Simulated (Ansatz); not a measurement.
# Hf2Pd2Se2Br2O3 in Ansatz: the effect of Hubbard term

Crystal: Hf2Pd2Se2Br2O3.

```xyz
11
Lattice="-1.8923 2.6721 12.2842 1.8923 -2.6721 12.2842 1.8923 2.6721 -12.2842" Properties=species:S:1:pos:R:3 pbc="T T T"
Hf    0.0000    0.0000   22.6263
Hf    0.0000    0.0000    1.9421
Pd    0.0000    0.0000   16.7881
Pd    0.0000    0.0000    7.7803
Se    0.0000    2.6721    2.8934
Se    1.8923    0.0000    9.3908
Br    0.0000    0.0000   19.3256
Br    0.0000    0.0000    5.2429
O     0.0000    2.6721    9.8571
O     1.8923    0.0000    2.4271
O     0.0000    0.0000    0.0000
```

The cell was built by a generator and needn't be a form met in nature.

Alike in all runs:

| Quantity | Value |
| --- | --- |
| Program | Ansatz 0.2.0 |
| Task | projected density of states |
| Functional | PBE |
| Potentials or basis | Ansatz PAW |
| Cutoff | 420 eV (not typed: the program's choice for these potentials) |
| k mesh | 9 × 9 × 9 |
| Occupations | fermi-dirac, width 0.05 eV |
| Spin | no spin polarisation |
| Hubbard projectors | ortho-atomic (the default) |
| Double counting | fll (the default) |

```csv
Hubbard term,pressure (GPa),largest force (eV/Å)
"Hf d U = 2 eV, Pd d U = 2 eV",0.8,0.09
"Hf d U = 4 eV, Pd d U = 4 eV",?,?
"Hf d U = 6 eV, Pd d U = 6 eV",2.7,0.29
"Hf d U = 8 eV, Pd d U = 8 eV",3.9,0.39
```

Problem. What does the run with Hubbard term Hf d U = 4 eV, Pd d U = 4 eV give?

Solution. Pressure 1.7 GPa; largest force 0.19 eV/Å.

Worked out: A straight line through the other rows of the pressure, of slope 0.511 GPa per eV, gives 1.8 GPa, against the run's 1.7. A straight line through the other rows of the largest force, of slope 0.05 eV/Å per eV, gives 0.19 eV/Å, against the run's 0.19.

Caveats: U without spin polarisation on a metal has little footing.
